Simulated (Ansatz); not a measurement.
# TaRu: a tetragonal deformation path

One table from this session's results is given with a row withheld; the runs are named, their logs left out.

Program: Ansatz 0.2.0. Level of theory: DFT r2SCAN, scalar-relativistic, plane waves, PAW. These are calculated values, not measurements.

### The structure to begin with

It takes space group P4/mmm (No. 123, tetragonal). Conventional cell: a = 3.053 Å, b = 3.053 Å, c = 3.389 Å, α = 90.00°, β = 90.00°, γ = 90.00°. Ta (site symmetry 4/mmm) has 8 Ru at 2.74 Å and 4 Ta at 3.05 Å in its first shell of neighbours. Ru (site symmetry 4/mmm) is surrounded by 8 Ta at 2.74 Å and 4 Ru at 3.05 Å.

As a file:

```xyz
2
Lattice="3.0530 0.0000 0.0000 0.0000 3.0530 0.0000 0.0000 0.0000 3.3890" Properties=species:S:1:pos:R:3 pbc="T T T"
Ta    1.5265    1.5265    1.6945
Ru    0.0000    0.0000    0.0000
```

No relaxation comes first: the listed cell is the starting point.

### The reference cell

Reference values: F = -15835.7392 eV; pressure -1.30 GPa; largest force 0.000 eV/Å; gap on the mesh none (metal). It was computed beforehand with the settings of the runs below.

The first run:

At fixed volume and fractional coordinates, lengths along (0.000, 0.000, 1.000) are scaled against those across it; ρ is that ratio over its starting value.

input.yaml reads:

```yaml
crystal:
  lattice:
    - [3.2229519371, 0.0, 0.0]
    - [0.0, 3.2229519371, 0.0]
    - [0.0, 0.0, 3.0410076966]
  atoms:
    - { symbol: Ta, position: [0.5, 0.5, 0.5] }
    - { symbol: Ru, position: [0.0, 0.0, 0.0] }
basis:
  ecutwfc: 500
kpoints:
  mp_grid: { grid: [18, 18, 16] }
hamiltonian:
  xc: r2scan
scf:
  occupations: { method: gaussian, width: 0.15 }
output:
  forces: true
  stress: true
  eigenvalues: true
```

The run is started by

```
$ ansatz run input.yaml --threads 1 --pin off --max-ram 2560MiB --backend cpu --events-out ev --progress --plain --runs-dir out
```

Among the steps run: ρ = 0.850; ρ = 1.200; Point ρ = 0.920; At ρ = 1.100; At ρ = 0.960; At ρ = 1.050; ρ = 0.800; Point ρ = 1.300.

One of the session's tables, all rows but one given; the rest of the session is left out.

| ρ | ΔE (meV/atom) | pressure (GPa) |
| --- | --- | --- |
| 0.800 | 55.8 | -0.8 |
| 0.850 | 27.5 | -1.4 |
| 0.920 | 31.1 | -1.6 |
| 0.960 | 11.1 | -1.5 |
| 1.000 | 0.0 | -1.3 |
| 1.050 | 11.7 | -0.9 |
| 1.100 | ? | ? |
| 1.200 | 159.9 | -0.9 |
| 1.300 | 256.8 | -1.4 |

Estimate the missing values for ρ = 1.100.

Worked estimate for «ΔE (meV/atom)». A straight line through the neighbours (1.050, 11.7) and (1.200, 159.9) gives 11.7 + (159.9 − 11.7) × (1.100 − 1.050) / (1.200 − 1.050) = 61.1; a parabola fitted to 4 rows on both sides gives 62.3.

The run gave: ΔE (meV/atom): 49.2; pressure (GPa): -0.7. In «ΔE (meV/atom)» the line misses by +11.9 and the parabola by +13.1.
